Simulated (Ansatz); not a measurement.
**CH₂SSe: ionisation energy by level of theory**

The task here is to estimate one member of a computed series from the others.

Method: unrestricted cation, the program's frozen cores in correlated methods; program: Ansatz 0.2.0, Gaussian basis.

Levels to be run: UKS PBE-D4/def2-TZVPP; UKS r2SCAN-D4/def2-TZVPP; UKS PBE0-D4/def2-TZVPP; UKS B3LYP-D4/def2-TZVPP; UKS wB97X-V/def2-TZVPP; UKS wB97M-V/def2-TZVPP; UKS B2PLYP/def2-TZVPP; UHF-CCSD(T)/def2-TZVPP; UHF-MP2/def2-QZVPP; extrapolation to the limit; then −ε(HOMO) from the neutral's earlier runs with LDA (SPW92), PBE-D4, revPBE-D4, BLYP-D4, r2SCAN-D4, B97M-V, PBE0-D4, B3LYP-D4, r2SCANh-D4, r2SCAN0-D4, HSE06-D4, BHLYP-D4, CAM-B3LYP-D4, LC-ωPBE, ωB97X-V, ωB97M-V.

**The relaxed structure**

All runs share one geometry, relaxed beforehand with PBE0-D4 in a triple-zeta def2 set.

SMILES `SC=[Se]`, 5 atoms, charge 0, spin multiplicity 1.

Atoms are counted from 1 here; the program's logs count them from 0.

Bond lengths: S1–C2 1.707 Å, S1–H4 1.347 Å, C2–Se3 1.762 Å, C2–H5 1.090 Å. Angles: C2–S1–H4 96.6°, S1–C2–Se3 129.3°, S1–C2–H5 110.4°, Se3–C2–H5 120.3°.

Coordinates:

```xyz
5
charge 0, multiplicity 1
S    -1.2511    0.4190   -0.0756
C     0.2082   -0.3587    0.3485
Se    1.7966   -0.2380   -0.4037
H    -0.7609    1.1073   -1.1249
H     0.0571   -1.0030    1.2143
```

The first run:

in.yaml

```yaml
crystal:
  periodic: [false, false, false]
  atoms:
    - {symbol: S, position_ang: [-1.251146, 0.418959, -0.075616]}
    - {symbol: C, position_ang: [0.208241, -0.358719, 0.348502]}
    - {symbol: Se, position_ang: [1.796602, -0.238041, -0.403670]}
    - {symbol: H, position_ang: [-0.760894, 1.107316, -1.124926]}
    - {symbol: H, position_ang: [0.057098, -1.003015, 1.214311]}
basis:
  gaussian: {orbitals: def2-TZVPP}
total_charge: 1
magnetization: {spin_polarized: true, initial_magnetization: 1}
hamiltonian: {xc: pbe, dispersion: d4}
```

Started as:

```bash
> ansatz run in.yaml --threads 2 --pin off --events-out ev --progress --plain --max-ram 4352MiB
```

Among the steps run: Cation, UKS PBE-D4/def2-TZVPP; Cation, UKS r2SCAN-D4/def2-TZVPP; Cation, UKS PBE0-D4/def2-TZVPP; Cation, UKS B3LYP-D4/def2-TZVPP; Cation, UKS wB97X-V/def2-TZVPP; Cation, UKS wB97M-V/def2-TZVPP; Cation, UKS B2PLYP (frozen core)/def2-TZVPP; Cation, UHF-CCSD(T)/def2-TZVPP; Cation, UHF-MP2/def2-QZVPP.

One table of the session follows, with a row left open; its other results are not shown here.

For comparison, −ε(HOMO) of the neutral from earlier runs:

| functional | −ε(HOMO) (eV) |
| --- | --- |
| LDA (SPW92) | 5.41 |
| PBE-D4 | ? |
| revPBE-D4 | 5.20 |
| BLYP-D4 | 5.08 |
| r2SCAN-D4 | 5.49 |
| B97M-V | 5.56 |
| PBE0-D4 | 6.40 |
| B3LYP-D4 | 6.15 |
| r2SCANh-D4 | 5.91 |
| r2SCAN0-D4 | 6.55 |
| HSE06-D4 | 6.00 |
| BHLYP-D4 | 7.37 |
| CAM-B3LYP-D4 | 7.67 |
| LC-ωPBE | 9.05 |
| ωB97X-V | 8.69 |
| ωB97M-V | 8.53 |

**Question.** Estimate the row for PBE-D4.

As computed: −ε(HOMO) (eV): 5.26. In the column «−ε(HOMO) (eV)» it lies between revPBE-D4 (5.20) and LDA (SPW92) (5.41).

Caveats from the session: The cation may have settled in a state other than its lowest; no search over hole states beyond the program's own was made.
